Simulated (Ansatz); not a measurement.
# CH4BClO: the cost of one run

Method: RKS B3LYP/def2-SVP, in Ansatz 0.2.0.

## 1. Starting point

Bond lengths: B1–O2 1.410 Å, O2–H3 1.010 Å, B1–Cl4 1.860 Å, B1–C5 1.600 Å, C5–H6 1.110 Å, C5–H7 1.110 Å, C5–H8 1.110 Å. Angles: B1–O2–H3 109.5°, O2–B1–Cl4 120.0°, O2–B1–C5 120.0°, Cl4–B1–C5 120.0°, B1–C5–H6 109.5°, B1–C5–H7 109.5°, B1–C5–H8 109.5°, H6–C5–H7 109.4°, H6–C5–H8 109.4°, H7–C5–H8 109.4°.

Coordinates:

```xyz
8

B     0.0000    0.0000    0.0000
O     0.0000    0.0000    1.4100
H    -0.9095   -0.2814    1.7471
Cl    1.6108    0.0000   -0.9300
C    -1.3856    0.0000   -0.8000
H    -1.9458   -0.9305   -0.5708
H    -1.9898    0.8797   -0.4946
H    -1.1839    0.0508   -1.8903
```

## 2. Relaxing the start

Input file input.yaml:

```yaml
crystal:
  periodic: [false, false, false]
  atoms:
    - { symbol: B, position_ang: [0.0, 0.0, 0.0] }
    - { symbol: O, position_ang: [0.0, 0.0, 1.41] }
    - { symbol: H, position_ang: [-0.9095, -0.2814, 1.7471] }
    - { symbol: Cl, position_ang: [1.6108, 0.0, -0.93] }
    - { symbol: C, position_ang: [-1.3856, 0.0, -0.8] }
    - { symbol: H, position_ang: [-1.9458, -0.9305, -0.5708] }
    - { symbol: H, position_ang: [-1.9898, 0.8797, -0.4946] }
    - { symbol: H, position_ang: [-1.1839, 0.0508, -1.8903] }
basis:
  gaussian: { orbitals: def2-SVP }
hamiltonian:
  xc: b3lyp
relax:
  f_tol: 0.02
  max_steps: 40
```

The run is started by

```console
> ansatz run input.yaml --threads 2 --pin off --max-ram 3072MiB --backend cpu --events-out ev --progress --plain --runs-dir out
```

**Question.** How long does this run take on 2 threads of Arm Neoverse V1, shared host, and how much memory does it need?

About 13 s, with a peak of 0.15 GiB.
